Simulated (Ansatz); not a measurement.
# HNO (nitroxyl): r2SCAN0/STO-3G

Aim: the electronic atomisation energy of HNO (nitroxyl) at r2SCAN0/STO-3G, from 4 runs. 

Program for the calculation: Ansatz 0.2.0.

### Step 1. The system as given

HNO: 3 atoms, total charge 0, spin state singlet. SMILES: `N=O`. The shape is that of a GFN2-xTB optimisation.

Bond lengths: N1–O2 1.201 Å, N1–H3 1.062 Å. Angles: O2–N1–H3 112.4°.

### Step 2. A single-point energy at r2SCAN0/STO-3G

Contents of molecule.yaml:

```yaml
crystal:
  periodic: [false, false, false]
  atoms:
    - {symbol: "N", position_ang: [-0.275940, 0.297220, -0.114780]}
    - {symbol: O, position_ang: [0.768580, 0.418030, 0.466150]}
    - {symbol: H, position_ang: [-0.492640, -0.715240, -0.351380]}
basis:
  gaussian: {orbitals: STO-3G}
magnetization: {spin_polarized: false}
hamiltonian: {xc: {name: r2SCAN0}}
accuracy: high
```

The run is started by

```sh
$ ansatz run molecule.yaml --threads 1 --pin off --max-ram 2610MiB --events-out events.jsonl --progress --plain --runs-dir runs
```

The log of the run:

```text
Warning: RAYON_NUM_THREADS=1 ignored (pool sized by the plan → 1); use --threads N
Functional definition: r2SCAN0
  name "r2SCAN0"
  parameter a = 0.25
  parameter k0 = 0.174
  parameter k1 = 0.065
  parameter a1 = 4.9479
  exchange = (1 - a)*r2scan_x(k0 = k0, k1 = k1, a1 = a1) + a*exact_x
  correlation = r2scan_c
168 factors; integrals over basis functions are off by at most 2.2e-8 eV
mean field evaluation 1: about -3499.9905 eV, gradient 1.0e1 eV
mean field evaluation 2: about -3499.5340 eV, gradient 1.7e1 eV
mean field evaluation 4: about -3500.2849 eV, gradient 5.9e-2 eV
mean field evaluation 8: about -3500.2729 eV, gradient 3.8e-4 eV
mean field evaluation 16: about -3500.2729 eV, gradient 2.1e-8 eV
mean field -3500.27290828 eV, -128.6326568092 hartree, gradient 2.1e-8 eV, S^2 0.000000; 0 other end points of the search recorded, 0 dependent functions left out
reference -3500.27290844 eV, -128.6326568150 hartree; 8, 8 occupied and 3, 3 virtual orbitals, 168 factors
Total energy: -3500.27290844 eV, -128.6326568150 hartree
```

It took 1 s on 1 thread of Arm Neoverse V2, shared host; peak memory 0.1 GiB.

### Step 3. The H atom

Contents of molecule.yaml:

```yaml
crystal:
  periodic: [false, false, false]
  atoms:
    - {symbol: H, position_ang: [0.000000, 0.000000, 0.000000]}
basis:
  gaussian:
    orbitals: STO-3G
magnetization:
  spin_polarized: true
  initial_magnetization: 1
hamiltonian:
  xc: {name: r2SCAN0}
accuracy: high
```

Run the same way, it converges to -0.46649 Eh (log not shown).

### Step 4. The N atom

Contents of molecule.yaml:

```yaml
crystal:
  periodic: [false, false, false]
  atoms:
    - symbol: "N"
      position_ang: [0.000000, 0.000000, 0.000000]
basis:
  gaussian:
    orbitals: STO-3G
magnetization:
  spin_polarized: true
  initial_magnetization: 3
hamiltonian:
  xc: {name: r2SCAN0}
accuracy: high
```

The run is started by

```sh
$ ansatz run molecule.yaml --threads 1 --pin off --max-ram 2610MiB --events-out events.jsonl --progress --plain --runs-dir runs
```

The log of the run, cut to the lines that bear on the results:

```text
Warning: RAYON_NUM_THREADS=1 ignored (pool sized by the plan → 1); use --threads N
[... 8 set-up lines as earlier in the session ...]
15 factors; integrals over basis functions are off by at most 1.1e-9 eV
mean field evaluation 1: about -1466.2487 eV, gradient 9.7e-11 eV
mean field evaluation 2: about -1466.2396 eV, gradient 3.6e-10 eV
mean field -1466.23964638 eV, -53.8833131514 hartree, gradient 0.0e0 eV, S^2 3.750000; 0 other end points of the search recorded, 0 dependent functions left out
reference -1466.23964652 eV, -53.8833131565 hartree; 5, 2 occupied and 0, 3 virtual orbitals, 15 factors
Total energy: -1466.23964652 eV, -53.8833131565 hartree
```

Wall time 0.54 s (1 thread of Arm Neoverse V2, shared host); peak memory 0.094 GiB.

### Step 5. The O atom

Contents of job.yaml:

```yaml
crystal:
  periodic: [false, false, false]
  atoms:
    - symbol: O
      position_ang: [0.000000, 0.000000, 0.000000]
basis:
  gaussian:
    orbitals: STO-3G
magnetization:
  spin_polarized: true
  initial_magnetization: 2
hamiltonian:
  xc: {name: r2SCAN0}
accuracy: high
```

Run the same way, it converges to -74.02298 Eh (log not shown).

### Step 6. Results

At r2SCAN0/STO-3G:

```
                     quantity          value
       molecule: total energy  -128.63266 Eh
         H atom: total energy    -0.46649 Eh
                 H atom: ⟨S²⟩          0.750
         N atom: total energy   -53.88331 Eh
                 N atom: ⟨S²⟩          3.750
         O atom: total energy   -74.02298 Eh
                 O atom: ⟨S²⟩          2.000
electronic atomisation energy       7.071 eV
```

In words: Taking the molecule apart into free atoms costs 7.07 eV (682 kJ/mol), before zero-point energy and without spin-orbit coupling. In a minimal basis such a difference can be off by several eV, whatever the method.
